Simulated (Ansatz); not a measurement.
# CH₇AlClNSi: one species, many methods

An exercise on one series of results from a longer session: the logs are not shown, and one member is left open.

The runs use Ansatz 0.2.0, Gaussian basis; functionals in def2-TZVPP, the program's frozen cores in correlated methods.

Plan: PBE-D4, r2SCAN-D4, PBE0-D4, B3LYP-D4, ωB97X-V, ωB97M-V, B2PLYP; CCSD(T)/def2-TZVPP; MP2/def2-QZVPP; extrapolation to the limit.

## The geometry

The geometry comes from an earlier relaxation with PBE0-D4 in a triple-zeta def2 set; it is a stationary point, not always the lowest conformer.

12 atoms, charge 0, spin multiplicity 1.

Atoms are counted from 1 here; the program's logs count them from 0.

Bond lengths: N1–C2 1.519 Å, N1–Al3 1.985 Å, N1–H6 1.014 Å, N1–H7 1.011 Å, C2–Al3 1.974 Å, C2–Si4 1.835 Å, C2–H8 1.091 Å, Al3–H9 1.587 Å, Al3–H10 1.582 Å, Si4–Cl5 2.072 Å, Si4–H11 1.489 Å, Si4–H12 1.482 Å. Angles: C2–N1–Al3 67.0°, C2–N1–H6 112.5°, C2–N1–H7 114.6°, Al3–N1–H6 117.6°, Al3–N1–H7 127.4°, H6–N1–H7 109.7°, N1–C2–Al3 67.8°, N1–C2–Si4 116.8°, N1–C2–H8 109.7°, Al3–C2–Si4 129.2°, Al3–C2–H8 111.4°, Si4–C2–H8 113.0°, N1–Al3–C2 45.1°, N1–Al3–H9 110.9°, N1–Al3–H10 111.4°, C2–Al3–H9 114.9°, C2–Al3–H10 120.1°, H9–Al3–H10 124.6° and more.

Set-up of the first run:

Input file in.yaml:

```yaml
crystal:
  periodic: [false, false, false]
  atoms:
    - {symbol: N, position_ang: [-0.254843, 1.211418, 0.375823]}
    - {symbol: C, position_ang: [-0.354995, -0.303410, 0.427677]}
    - {symbol: Al, position_ang: [1.332217, 0.358525, 1.208910]}
    - {symbol: Si, position_ang: [-0.632876, -1.169531, -1.166467]}
    - {symbol: Cl, position_ang: [0.488885, -0.167521, -2.591064]}
    - {symbol: H, position_ang: [-0.157946, 1.561659, -0.570946]}
    - {symbol: H, position_ang: [-1.006734, 1.698965, 0.843412]}
    - {symbol: H, position_ang: [-1.063792, -0.598632, 1.202059]}
    - {symbol: H, position_ang: [1.311961, 0.542969, 2.784610]}
    - {symbol: H, position_ang: [2.618361, 0.520478, 0.301268]}
    - {symbol: H, position_ang: [-2.025857, -1.132973, -1.690995]}
    - {symbol: H, position_ang: [-0.177583, -2.577346, -1.090186]}
basis:
  gaussian: {orbitals: def2-TZVPP}
hamiltonian: {xc: pbe, dispersion: d4}
output: {forces: true, orbitals: {seedname: orbitals}}
```

The run is started by

```sh
$ ansatz run in.yaml --threads 4 --pin off --events-out ev --progress --plain --max-ram 10444MiB
```

Steps of the session up to this table: PBE-D4 (GGA); r2SCAN-D4 (meta-GGA); PBE0-D4 (hybrid); B3LYP-D4 (hybrid); ωB97X-V (range-separated); ωB97M-V (range-separated); B2PLYP (double hybrid); CCSD(T) in def2-TZVPP; MP2 in def2-QZVPP.

One of the session's tables, all rows but one given; the rest of the session is left out.

| method | atomisation energy (kcal/mol) |
| --- | --- |
| PBE-D4 | 925.6 |
| r2SCAN-D4 | ? |
| PBE0-D4 | 916.0 |
| B3LYP-D4 | 918.0 |
| ωB97X-V | 926.9 |
| ωB97M-V | 924.9 |
| B2PLYP | 905.4 |
| HF/def2-TZVPP | 666.9 |
| MP2/def2-TZVPP | 902.1 |
| CCSD/def2-TZVPP | 881.3 |
| CCSD(T)/def2-TZVPP | 893.9 |
| MP2/CBS | 929.3 |
| CCSD(T)/CBS | 921.2 |

**Question.** Estimate the row for r2SCAN-D4.

As computed: atomisation energy (kcal/mol): 920.5. In the column «atomisation energy (kcal/mol)» it lies between B3LYP-D4 (918.0) and CCSD(T)/CBS (921.2).

Limits of these values: Free atoms (1 N, 1 C, 1 Al, 1 Si, 1 Cl, 7 H) were run apart at each level; the atomisation energy is their sum less the molecule, without zero-point or spin-orbit terms.
